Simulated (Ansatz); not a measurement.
**C2H8Al2: small, medium and large basis sets**

How large a basis does C2H8Al2 need? Two functionals are run in growing sets.

The runs use Ansatz 0.2.0, Gaussian basis; one geometry, several basis sets.

The runs, in order: PBE0-D4/def2-SVP; ωB97M-V/def2-SVP; PBE0-D4/def2-QZVPP; ωB97M-V/def2-QZVPP; the functionals' def2-TZVPP values are taken from earlier runs.

## 1. The geometry

An earlier PBE0-D4 in a triple-zeta def2 set relaxation fixed the geometry.

SMILES `C[CH2][AlH][AlH2]`, 12 atoms, charge 0, spin multiplicity 1.

Atoms are counted from 1 here; the program's logs count them from 0.

Bond lengths: C1–C2 1.527 Å, C1–H5 1.094 Å, C1–H6 1.094 Å, C1–H7 1.094 Å, C2–Al3 1.969 Å, C2–H8 1.099 Å, C2–H9 1.099 Å, Al3–Al4 2.597 Å, Al3–H10 1.601 Å, Al4–H11 1.598 Å, Al4–H12 1.598 Å. Angles: C2–C1–H5 111.6°, C2–C1–H6 112.5°, C2–C1–H7 111.6°, H5–C1–H6 106.9°, H5–C1–H7 106.8°, H6–C1–H7 106.9°, C1–C2–Al3 116.7°, C1–C2–H8 110.5°, C1–C2–H9 110.5°, Al3–C2–H8 107.1°, Al3–C2–H9 107.1°, H8–C2–H9 104.2°, C2–Al3–Al4 121.9°, C2–Al3–H10 116.8°, Al4–Al3–H10 121.3°, Al3–Al4–H11 122.4°, Al3–Al4–H12 122.4°, H11–Al4–H12 115.2°.

## 2. PBE0-D4 in def2-SVP

File in.yaml:

```yaml
crystal:
  periodic: [false, false, false]
  atoms:
    - {symbol: C, position_ang: [-0.753535, 1.511573, -0.046382]}
    - {symbol: C, position_ang: [0.265346, 0.978474, 0.957618]}
    - {symbol: Al, position_ang: [0.920962, -0.854727, 0.664959]}
    - {symbol: Al, position_ang: [0.091829, -2.307961, -1.321879]}
    - {symbol: H, position_ang: [-0.350285, 1.521885, -1.063651]}
    - {symbol: H, position_ang: [-1.070533, 2.534045, 0.181440]}
    - {symbol: H, position_ang: [-1.657464, 0.895176, -0.069816]}
    - {symbol: H, position_ang: [1.146175, 1.634194, 0.996501]}
    - {symbol: H, position_ang: [-0.143842, 1.015514, 1.976797]}
    - {symbol: H, position_ang: [1.993892, -1.412796, 1.713983]}
    - {symbol: H, position_ang: [-1.179881, -3.268566, -1.208792]}
    - {symbol: H, position_ang: [0.814437, -2.301813, -2.746878]}
basis:
  gaussian: {orbitals: def2-SVP}
hamiltonian: {xc: pbe0, dispersion: d4}
output: {orbitals: {seedname: orbitals}}
```

On the command line:

```
ansatz run in.yaml --threads 2 --pin off --events-out ev --progress --plain --max-ram 4352MiB
```

Further steps of the session: ωB97M-V in def2-SVP; PBE0-D4 in def2-QZVPP; ωB97M-V in def2-QZVPP.

Before running them: what should the planned runs give, taken together? Wanted: PBE0-D4: double and triple zeta above quadruple; ωB97M-V: double and triple zeta above quadruple.

**Answer**, as computed:

```
                                       quantity          value
PBE0-D4: double and triple zeta above quadruple  7.52, 0.53 eV
ωB97M-V: double and triple zeta above quadruple  7.69, 0.53 eV
```

For PBE0-D4 the step from double to triple zeta gains 6.99 eV and the next only 0.53 eV. These are total energies; as a rule much of such shifts cancels in differences, which this series doesn't test.
